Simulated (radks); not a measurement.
**Ionising hafnium step by step, Hf²⁴⁺ to Hf⁴⁷⁺**

An exercise on one series of results from a longer session: the logs are not shown, and one member is left open.

Method: scalar-relativistic Kohn-Sham, LDA (Slater exchange, VWN5 correlation), spin-polarised, spherical densities, finite nucleus; open shells are filled with parallel spins first. Code: radks (a radial shooting solver on a logarithmic mesh, Libxc functionals) version 1.

## What is computed

- element: hafnium (Z = 72)
- charges: 24 to 47
- first configuration: [Kr] 4d10 4f2
- last configuration: [Ar] 3d7

The outer shells:

Hf²⁴⁺
```
[Kr] core
4d [↑↓][↑↓][↑↓][↑↓][↑↓]
4f [↑ ][↑ ][  ][  ][  ][  ][  ]
```

Hf⁴⁷⁺
```
[Ar] core
3d [↑↓][↑↓][↑ ][↑ ][↑ ]
```

Set-up of the first run:

The run's settings:

```text
Z 72
configuration [Kr] 4d10 4f2 5s0 5p0
relativity scalar-relativistic
functional lda,vwn5
spin polarised
nucleus finite rms 5.347 fm
c 137.035999084
```

Among the steps run: Hf²⁴⁺, [Kr] 4d10 4f2.

One table of the session follows, with a row left open; its other results are not shown here.

It belongs to the step «Hf²⁴⁺, [Kr] 4d10 4f2». From the orbitals of this run (lengths in bohr):

| level | <r> | outermost maximum (interpolated) | 90 % within | nodes |
| --- | --- | --- | --- | --- |
| 4d up | 0.4793 | 0.447 | 0.704 | 1 |
| 4d down | 0.4798 | 0.447 | 0.705 | 1 |
| 4f up | 0.4705 | 0.392 | 0.715 | 0 |
| 4f down | 0.4713 | 0.393 | 0.717 | 0 |
| 5s up | ? | ? | ? | ? |
| 5s down | 0.8380 | 0.835 | 1.16 | 4 |
| 5p up | 0.8820 | 0.881 | 1.23 | 3 |
| 5p down | 0.8835 | 0.882 | 1.23 | 3 |

Estimate the missing values for 5s up.

**Answer.** <r>: 0.8367; outermost maximum (interpolated): 0.834; 90 % within: 1.16; nodes: 4. In the column «<r>» it lies between 4d down (0.4798) and 5s down (0.8380).

Caveats from the session: Open shells are spherical and high-spin; term and fine-structure splittings are not resolved.
